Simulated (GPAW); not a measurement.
# GaGe3: band structure with PBEsol

Crystal: GaGe3.

```
Ge Ga
1.0
     0.00000    3.38717    3.38717
     3.38717    0.00000    3.38717
     3.38717    3.38717    0.00000
Ge Ga
3 1
Cartesian
  3.3872 3.3872 3.3872
  5.0808 5.0808 5.0808
  1.6936 1.6936 1.6936
  0.0000 0.0000 0.0000
```

The cell comes from a database or a generator and needn't be the stable form of this composition.

```
Program                   : GPAW 26.7.0
Task                      : band structure
Functional                : PBEsol
Potentials or basis       : PAW data sets generated in the run's folder for this functional
Cutoff                    : 600 eV
Basis                     : pw
k mesh                    : 7 × 7 × 7
Occupations               : fermi-dirac, width 0.05 eV
Spin                      : spin-orbit coupling, no magnetisation
Maxiter                   : 150
Band path                 : GXWKGLUWLK,UX
Band points               : 100
spin axis theta (degrees) : 90
spin axis phi (degrees)   : 0
Soc after scf             : second variation
```

The pressure is -4.1 GPa and the band gap along the path is none (metal or under the smearing width).

Levels at the corners of the path, in eV from the Fermi level:
| point | band 12 | band 13 | band 14 | band 15 | band 16 | band 17 | band 18 | band 19 | band 20 | band 21 |
| --- | --- | --- | --- | --- | --- | --- | --- | --- | --- | --- |
| Γ | -1.48 | -1.37 | -1.37 | -1.18 | -1.18 | -1.18 | -1.18 | -1.11 | -1.11 | 0.16 |
| X | -4.74 | 2.90 | 2.90 | 2.91 | 2.91 | 3.13 | 3.13 | 3.45 | 3.45 | 3.68 |
| W | -1.75 | -1.36 | -1.36 | -1.14 | -1.14 | 3.51 | 3.51 | 3.66 | 3.66 | 4.23 |
| K | -1.85 | 0.28 | 0.28 | 0.84 | 0.84 | 1.74 | 1.74 | 2.40 | 2.40 | 3.50 |
| Γ | -1.48 | -1.37 | -1.37 | -1.18 | -1.18 | -1.18 | -1.18 | -1.11 | -1.11 | 0.16 |
| L | -2.48 | -2.05 | -2.05 | -1.93 | -1.93 | 1.81 | 1.81 | 1.83 | 1.83 | 3.96 |
| U | -1.85 | 0.28 | 0.28 | 0.84 | 0.84 | 1.74 | 1.74 | 2.40 | 2.40 | 3.50 |
| W | -1.75 | -1.36 | -1.36 | -1.14 | -1.14 | 3.51 | 3.51 | 3.66 | 3.66 | 4.23 |
| L | -2.48 | -2.05 | -2.05 | -1.93 | -1.93 | 1.81 | 1.81 | 1.83 | 1.83 | 3.96 |
| K | -1.85 | 0.28 | 0.28 | 0.84 | 0.84 | 1.74 | 1.74 | 2.40 | 2.40 | 3.50 |
| U | -1.85 | 0.28 | 0.28 | 0.84 | 0.84 | 1.74 | 1.74 | 2.40 | 2.40 | 3.50 |
| X | -4.74 | 2.90 | 2.90 | 2.91 | 2.91 | 3.13 | 3.13 | 3.45 | 3.45 | 3.68 |

Run time: 93 s on 1 thread of Arm Neoverse V1 (shared host), peak memory 0.44 GiB.

Caveat: spin-orbit coupling was added after a scalar SCF, so levels and gaps hold it while energy, forces, pressure and moments don't; this program's spin-orbit splittings come out too wide for heavy elements.
